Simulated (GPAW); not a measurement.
Input of a GPAW 26.7.0 run:

File run.py:

```python
from ase import Atoms
from ase.eos import EquationOfState
from ase.io import Trajectory
from ase.units import GPa
from gpaw import GPAW, PW

atoms = Atoms(['Cu', 'Al', 'Al', 'Al'],
              cell=[[3.924151, 0.0, 0.0],
                    [0.0, 3.924151, 0.0],
                    [0.0, 0.0, 3.924151]],
              scaled_positions=[[0.0, 0.0, 0.0],
                                [0.5, 0.5, 0.0],
                                [0.5, 0.0, 0.5],
                                [0.0, 0.5, 0.5]],
              pbc=True)

traj = Trajectory('eos.traj', 'w')
volumes, energies = [], []
for x in [0.94, 0.96, 0.98, 1.0, 1.02, 1.04, 1.06]:
    a = atoms.copy()
    a.set_cell(atoms.cell * x**(1 / 3), scale_atoms=True)
    calc = GPAW(mode=PW(600),
                xc='LDA',
                kpts={'size': (7, 7, 7), 'gamma': True},
                occupations={'name': 'fermi-dirac', 'width': 0.05},
                nbands=22,
                convergence={'density': 1e-05, 'energy': 1e-05},
                maxiter=150,
                txt=f'eos-{x:.2f}.txt')
    a.calc = calc
    energies.append(a.get_potential_energy(force_consistent=True))
    volumes.append(a.get_volume())
    p = -a.get_stress()[:3].mean() / GPa
    calc.write(f'eos-{x:.2f}.gpw')
    traj.write(a)
    print(f'{x:.2f} {volumes[-1]:10.4f} A^3 {energies[-1]:14.6f} eV {p:9.3f} GPa', flush=True)

v0, e0, B = EquationOfState(volumes, energies, eos='birchmurnaghan').fit()
print(f'V0 = {v0:.4f} A^3, E0 = {e0:.6f} eV, B0 = {B / GPa:.2f} GPa')
```

Potentials or basis: the program's PAW data sets (release 1.2.1) made for this functional, pw.

Command:

```console
$ OMP_NUM_THREADS=1 python run.py
```

Task: Estimate the pressure derivative of the bulk modulus.

Result: 4.5.

Task: Estimate the bulk modulus.

Result: 107 GPa.

Task: Estimate the equilibrium volume.

Result: 14.35 Å³/atom.

Energy against volume, from the lowest point:
| volume (Å³/atom) | energy (meV/atom) |
| --- | --- |
| 14.201 | 0.03 |
| 14.503 | 0.00 |
| 14.805 | 3.98 |
| 15.107 | 11.53 |
| 15.409 | 22.25 |
| 15.711 | 35.81 |
| 16.013 | 51.88 |

Caveat: with this Cu data set, volumes or pressures lay over 1.5 % or 2 GPa off other programs in two to four cells of ten.
